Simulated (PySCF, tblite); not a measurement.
# C₅H₇BClN₂ radical: geometry, infrared bands and EPR parameters

Aim: predict the infrared bands and EPR parameters of C₅H₇BClN₂ radical (`C=[C][C@@H](C)NB(Cl)C#N`).

The runs use tblite 0.8.0 and PySCF 2.14.0, with density-fitted response routines of our own; the level of theory stands in each step. All values are computed, except where a source is named. Atoms are numbered from 0 throughout.

## Step 1: The starting structure

16 atoms, charge 0, multiplicity 2; geometry from: force field or distance geometry start.

Bonds of the start (Å): C0–C1 1.33, C1–C2 1.51, C2–C3 1.54, C2–N4 1.47, N4–B5 1.54, B5–Cl6 1.85, B5–C7 1.55, C7–N8 1.15, C0–H9 1.10, C0–H10 1.08, C2–H11 1.12, C3–H12 1.10, C3–H13 1.10, C3–H14 1.12, N4–H15 1.04.

## Step 2: Geometry optimisation with GFN2-xTB

The job: settings as JSON, then the geometry in Å.

```
{"job": {"kind": "relax", "xc": "GFN2-xTB", "basis": "xTB"}, "charge": 0, "multiplicity": 2}
C     -2.518900    -1.127600     0.438700
C     -1.776400    -0.072500     0.765300
C     -0.500800     0.278100     0.035600
C     -0.100600     1.707900     0.438100
N      0.557700    -0.683100     0.366100
B      1.729400    -0.585900    -0.623100
Cl     1.525600    -1.063700    -2.394600
C      3.134300    -0.210500    -0.094000
N      4.184300     0.061300     0.297100
H     -3.430100    -1.342100     1.011200
H     -2.262900    -1.765100    -0.398500
H     -0.742600     0.275500    -1.057700
H      0.770200     2.042600    -0.135500
H     -0.928500     2.411600     0.257400
H      0.162400     1.737600     1.527600
H      0.189400    -1.655100     0.273000
```

The run is started by

```console
OMP_NUM_THREADS=1 python probes_run.py task.json out
```

The driver reads the jobs from task.json and runs them one after another.

The program printed:

```text
step      E/eV     max force
  0    -700.50396    2.707
  1    -700.74195    1.682
  2    -700.84309    2.352
  3    -700.88077    2.728
  4    -700.92842    0.918
  5    -700.94267    0.358
  6    -700.95217    0.305
  7    -700.96204    0.374
  8    -700.97363    0.375
  9    -700.98386    0.305
 10    -700.99246    0.284
 11    -700.99994    0.295
 12    -701.00708    0.264
 13    -701.01406    0.202
 14    -701.02019    0.233
 15    -701.02452    0.214
 16    -701.02753    0.144
 17    -701.03049    0.137
 18    -701.03373    0.147
 19    -701.03665    0.147
 20    -701.03890    0.140
 21    -701.04084    0.127
 22    -701.04323    0.146
 23    -701.04657    0.159
 24    -701.05005    0.131
 25    -701.05253    0.101
 26    -701.05447    0.105
 27    -701.05695    0.134
 28    -701.06047    0.184
 29    -701.06581    0.208
 30    -701.07510    0.409
 31    -701.08757    0.957
 32    -701.10455    0.482
 33    -701.17198    1.168
 34    -701.16683    2.882
 35    -701.08115    2.742
 36    -701.22155    1.738
 37    -701.32640    0.833
 38    -701.36081    1.087
 39    -701.41310    0.669
 40    -701.48024    0.718
 41    -701.50241    1.432
 42    -701.53953    0.602
 43    -701.56378    0.489
 44    -701.58944    0.347
 45    -701.60280    0.296
 46    -701.62969    0.320
 47    -701.65391    0.411
 48    -701.68396    0.569
 49    -701.71112    0.471
 50    -701.73498    0.343
 51    -701.75387    0.291
 52    -701.77274    0.484
 53    -701.78377    0.336
 54    -701.79410    0.282
 55    -701.79986    0.195
 56    -701.80626    0.399
 57    -701.81266    0.354
 58    -701.82680    0.544
 59    -701.84652    0.473
 60    -701.86783    0.804
 61    -701.88899    0.499
 62    -701.89574    2.082
 63    -701.92505    0.491
 64    -701.95123    0.472
 65    -701.99424    0.479
 66    -702.01580    1.220
 67    -702.02911    0.536
 68    -702.04030    0.354
 69    -702.05156    0.640
 70    -702.05721    0.230
 71    -702.06456    0.268
 72    -702.07062    0.223
 73    -702.07438    0.233
 74    -702.07927    0.367
 75    -702.08468    0.375
 76    -702.09023    0.345
 77    -702.09457    0.149
 78    -702.09775    0.244
 79    -702.10085    0.207
 80    -702.10391    0.151
 81    -702.10769    0.179
 82    -702.10976    0.203
 83    -702.11328    0.249
 84    -702.11595    0.244
 85    -702.11851    0.156
 86    -702.12106    0.159
 87    -702.12422    0.292
 88    -702.12695    0.344
 89    -702.13162    0.238
 90    -702.13619    0.171
 91    -702.13965    0.151
 92    -702.14179    0.278
 93    -702.14471    0.222
 94    -702.14737    0.116
 95    -702.14929    0.216
 96    -702.15040    0.229
 97    -702.15176    0.119
 98    -702.15313    0.119
 99    -702.15540    0.102
100    -702.15632    0.074
101    -702.15721    0.130
102    -702.15802    0.155
103    -702.15920    0.159
104    -702.16033    0.154
105    -702.16129    0.086
106    -702.16227    0.100
107    -702.16332    0.076
108    -702.16489    0.092
109    -702.16579    0.099
110    -702.16666    0.070
111    -702.16715    0.072
112    -702.16754    0.063
113    -702.16794    0.055
114    -702.16848    0.081
115    -702.16917    0.100
116    -702.16995    0.099
117    -702.17066    0.082
118    -702.17128    0.087
119    -702.17180    0.099
120    -702.17230    0.058
121    -702.17266    0.049
122    -702.17292    0.051
123    -702.17320    0.055
124    -702.17375    0.064
125    -702.17453    0.072
126    -702.17552    0.078
127    -702.17662    0.089
128    -702.17781    0.113
129    -702.17903    0.107
130    -702.17977    0.131
131    -702.18050    0.081
132    -702.18090    0.071
133    -702.18120    0.084
134    -702.18141    0.098
135    -702.18175    0.091
136    -702.18202    0.070
137    -702.18218    0.056
138    -702.18235    0.041
139    -702.18256    0.035
140    -702.18278    0.035
141    -702.18297    0.030
142    -702.18307    0.036
143    -702.18317    0.049
144    -702.18326    0.052
145    -702.18349    0.044
146    -702.18362    0.043
147    -702.18383    0.033
148    -702.18398    0.029
149    -702.18408    0.022
150    -702.18415    0.027
151    -702.18421    0.029
152    -702.18426    0.022
153    -702.18430    0.012
154    -702.18432    0.009
```

Wall time 1.6 s (1 thread of AMD EPYC 7B13, shared host); peak memory 0.18 GiB.

The steps of the relaxation: (not every step is listed)

```
step  energy from step 0 (eV)  largest force (eV/Å)
   0                   0.0000                2.7067
   1                  -0.2380                1.6816
   2                  -0.3391                2.3521
   3                  -0.3768                2.7278
   4                  -0.4245                0.9184
   5                  -0.4387                0.3578
   6                  -0.4482                0.3051
   7                  -0.4581                0.3739
   8                  -0.4697                0.3753
  22                  -0.5393                0.1459
  36                  -0.7176                1.7379
  50                  -1.2310                0.3432
  64                  -1.4473                0.4720
  78                  -1.5938                0.2435
  92                  -1.6378                0.2777
 106                  -1.6583                0.0996
 120                  -1.6683                0.0576
 134                  -1.6775                0.0983
 148                  -1.6800                0.0293
 149                  -1.6801                0.0221
 150                  -1.6802                0.0272
 151                  -1.6803                0.0285
 152                  -1.6803                0.0223
 153                  -1.6803                0.0117
 154                  -1.6804                0.0094
```

Close pairs (by a distance rule), those that changed most:

```
  bond  before (Å)  after (Å)  change (Å)
 N4–B5       1.537      1.383      -0.153
B5–Cl6       1.846      1.737      -0.109
 C1–C2       1.511      1.461      -0.050
 C0–C1       1.331      1.291      -0.040
C3–H14       1.121      1.088      -0.033
N4–H15       1.044      1.011      -0.033
C2–H11       1.120      1.096      -0.023
 B5–C7       1.547      1.531      -0.017
```

The end geometry stands in the next job.

## Step 3: Vibrational analysis with GFN2-xTB

The job: settings as JSON, then the geometry in Å.

```
{"job": {"kind": "ir", "xc": "GFN2-xTB", "basis": "xTB"}, "charge": 0, "multiplicity": 2}
C     -2.073769    -1.336245     0.539247
C     -1.667148    -0.251893    -0.031892
C     -0.498744     0.580775    -0.307845
C     -0.583676     1.909088     0.449650
N      0.726030    -0.134170     0.063554
B      1.732670    -0.591715    -0.767615
Cl     1.706417    -0.282544    -2.476813
C      2.904951    -1.381969    -0.180404
N      3.783424    -1.976327     0.257287
H     -3.113926    -1.629439     0.521088
H     -1.429817    -2.041498     1.069668
H     -0.438051     0.776758    -1.384744
H      0.290305     2.517326     0.230849
H     -1.476140     2.449814     0.147815
H     -0.631707     1.730111     1.521996
H      0.761582    -0.329126     1.054846
```

The program printed:

```text
mode    cm-1     km/mol
  1      25.9      0.28
  2      57.7      2.08
  3      78.9      3.46
  4      92.4      5.58
  5     142.2      2.77
  6     168.9      3.13
  7     203.2      0.53
  8     242.3     17.74
  9     281.4      1.04
 10     361.1      6.07
 11     393.8      1.12
 12     447.1      2.37
 13     463.0      3.81
 14     505.3      2.03
 15     528.8      2.87
 16     601.3     22.99
 17     675.1     84.62
 18     854.3     16.83
 19     868.5     19.24
 20     905.0     16.43
 21     949.9      7.79
 22     975.3     58.93
 23    1056.5     18.37
 24    1084.5     18.96
 25    1100.3     40.08
 26    1212.0     14.82
 27    1262.8      6.36
 28    1297.1     42.20
 29    1368.4      7.48
 30    1397.2     16.78
 31    1415.1    155.52
 32    1483.7      5.47
 33    1487.2      2.07
 34    1815.7     64.23
 35    2351.1     88.12
 36    2857.4     12.24
 37    2921.8     13.40
 38    3034.0     24.03
 39    3040.6      6.55
 40    3045.2     23.65
 41    3056.1     14.10
 42    3427.3      3.80
```

It took 0.71 s on 1 thread of AMD EPYC 7B13, shared host; peak memory 0.18 GiB.

The strongest bands and the atoms that carry them (share of the mass-weighted mode):

```
cm⁻¹  km/mol                                 atoms
 675    84.6                     H15 74 %, N4 20 %
 975    58.9                      B5 63 %, N8 10 %
1100    40.1  C2 27 %, C3 15 %, H13 14 %, H11 11 %
1297    42.2           H11 40 %, H15 30 %, B5 18 %
1415   155.5            N4 42 %, B5 34 %, H15 14 %
1816    64.2                      C1 59 %, C0 37 %
2351    88.1                      C7 58 %, N8 41 %
3034    24.0                              H14 92 %
```

## Step 4: EPR parameters: B3LYP/pcH-1

The job, as its differences from that of step 3:

```diff
@@ -1,2 +1,2 @@
-{"job": {"kind": "ir", "xc": "GFN2-xTB", "basis": "xTB"}, "charge": 0, "multiplicity": 2}
+{"job": {"kind": "epr", "basis": "pcH-1"}, "charge": 0, "multiplicity": 2}
 C     -2.073769    -1.336245     0.539247
```

Level: UKS B3LYP, pcH-1 on B C Cl H N, non-relativistic, mean-field spin-orbit, GIAO.

The program printed:

```text
UKS, coarse grid
  cycle   1  E = -789.24231639  |g| = 3.97e-01
  cycle   2  E = -789.12773861  |g| = 6.48e-01
  cycle   3  E = -789.30160917  |g| = 1.98e-01
  cycle   4  E = -789.31751715  |g| = 5.75e-02
  cycle   5  E = -789.31879030  |g| = 2.14e-02
  cycle   6  E = -789.31901743  |g| = 6.52e-03
  cycle   7  E = -789.31904825  |g| = 2.76e-03
  cycle   8  E = -789.31905948  |g| = 1.31e-03
  cycle   9  E = -789.31906314  |g| = 1.09e-03
  cycle  10  E = -789.31906457  |g| = 4.42e-04
UKS, final grid
  cycle   1  E = -789.31906894  |g| = 7.20e-04
  cycle   2  E = -789.31906837  |g| = 1.36e-03
  cycle   3  E = -789.31906924  |g| = 1.31e-04
  cycle   4  E = -789.31906926  |g| = 1.05e-04
  cycle   5  E = -789.31906928  |g| = 6.72e-05
  cycle   6  E = -789.31906928  |g| = 1.44e-05
E = -789.31906928 Eh   <S^2> = 0.7583 (exact 0.7500)
g shifts (ppm)      1          2          3
  rmc          -156       -156       -156
  gc             36         11          2
  oz_so        -650        138        715
  total        -770         -7        562
hyperfine (MHz)  atom isotope    a_iso     a_fc   dipolar eigenvalues
    0   13C     -11.89     -11.89    -17.26      2.26     15.01
    1   13C     259.32     259.46    -81.73    -61.90    143.63
    2   13C      39.58      39.58     -3.77     -3.11      6.88
    3   13C       4.57       4.57     -1.54     -0.68      2.22
    4   14N      21.52      21.52     -3.02     -2.48      5.49
    5   11B       2.83       2.83     -1.89     -0.35      2.24
    6  35Cl       0.19       0.18     -0.96     -0.66      1.63
    7   13C       1.92       1.92     -0.74     -0.18      0.91
    8   14N       0.19       0.19     -0.34     -0.26      0.60
    9    1H     125.54     125.54     -6.38     -5.17     11.55
   10    1H     181.17     181.17     -4.44     -1.93      6.37
   11    1H      28.13      28.13     -7.43     -4.89     12.32
   12    1H       0.30       0.30     -1.91     -1.56      3.47
   13    1H       1.25       1.25     -4.31     -3.00      7.31
   14    1H      -0.91      -0.91     -3.14     -2.79      5.93
   15    1H      -3.38      -3.38     -5.62     -1.48      7.11
```

Run time: 95 s. Hardware: 1 thread of AMD EPYC 7B13, shared host; peak memory 1.1 GiB.

Principal g values 2.00155, 2.00231, 2.00288; g(iso) = 2.00225, against 2.00232 for a free electron.

Hyperfine couplings; where a row names several nuclei, a(iso) is their mean (it holds for fast rotation or exchange) and the dipolar term the largest among them:

```
       nuclei  isotope  a(iso) (MHz)  a(iso) (G, at g = 2.0023)  largest dipolar term (MHz)
           C1      13C         259.3                       92.5                       143.6
          H10       1H         181.2                       64.6                         6.4
           H9       1H         125.5                       44.8                        11.5
           C2      13C          39.6                       14.1                         6.9
          H11       1H          28.1                       10.0                        12.3
           N4      14N          21.5                        7.7                         5.5
           C0      13C         -11.9                       -4.2                       -17.3
           C3      13C           4.6                        1.6                         2.2
          H15       1H          -3.4                       -1.2                         7.1
           B5      11B           2.8                        1.0                         2.2
           C7      13C           1.9                        0.7                         0.9
H12, H13, H14       1H           0.2                        0.1                         7.3
           N8      14N           0.2                        0.1                         0.6
          Cl6     35Cl           0.2                        0.1                         1.6
```

Mulliken spin populations:

C0 -0.16; C1 0.98; C2 -0.03; C3 0.00; N4 0.04; B5 0.02; Cl6 0.00; C7 0.00; N8 0.01; H9 0.05; H10 0.09; H11 0.01; H12 0.00; H13 0.00; H14 0.00; H15 0.00

In first order the couplings over 0.8 MHz of 1H, 14N, 11B give 192 distinct lines over 139.1 G, if the averaged nuclei exchange fast; the same motion can average rows kept apart here too.

The fields below are evaluated on a grid from the run's orbitals.

ELF in a plane through or near 6 of the atoms.

Ten even steps from '0' (0.00) to '9' (1.00):
```
0000000000000000000000000000
0000000000000000000000000000
0000000000000000000000000000
0000000000000156102420000000
0000000000000499747970000000
0000011100000399858971000000
0001333320000068427630000000
0014666652012003787310000000
0025778365257503687410000000
0014677576473635555310000000
0002456695585655310000000000
0000234553688658732100000000
0000000001353046279960000000
0000000000000189499990000000
0000000000000799779970000000
0000000000001999513310000000
0000000000000387100000000000
0000000000000000000000000000
0000000000000000000000000000
0000000000000000000000000000
```
The map spans 13.4 Å across and 10.3 Å up, centred on the molecule. Atoms in the plane (x, y in Å): C0 (1.6, 2.0), C3 (1.3, -1.6), N4 (-0.7, -0.1), C7 (-3.2, 0.4), H12 (0.6, -2.4), H13 (2.2, -1.8).

On the surface of density 0.002 e/bohr³ the electrostatic potential runs, from the 1st to the 99th percentile, from -1.63 V near N8 to 2.13 V near H15.

The spin density lies nearest to C1 70 %; H10 7 %; C0 7 % (beta excess).

## Step 5: Results

```
                                                                  quantity                  value
                                 strongest single infrared mode (GFN2-xTB)  1415 cm⁻¹, 156 km/mol
                                              zero-point energy (GFN2-xTB)          70.8 kcal/mol
                                                            g(iso) (B3LYP)                2.00225
                                                                      ⟨S²⟩     0.758 (exact 0.75)
                                        largest a(iso) (averaged by class)   13C on C1, 259.3 MHz
potential on the surface of density 0.002 e/bohr³, 1st and 99th percentile     -1.63 V and 2.13 V
```

What this shows: The optimisation took 154 steps and gained 1.680 eV; among the close pairs (by a distance rule), N4–B5 changed most, from 1.537 to 1.383 Å. No mode is imaginary among the 42: a minimum at this level. The strongest single mode, at 1415 cm⁻¹, moves mainly N4 and B5. Unscaled tight-binding wavenumbers are off by several per cent, some by more. Its intensities can rank the bands wrongly. Most of the unpaired spin sits on C1 (0.98 e). The isotropic g lies 0.1 ppt below the free-electron value. These values are for one conformer; the search (at its own cheap level) found 2 more, at 0.77, 2.54 kcal/mol, and measured spectra average over such forms.
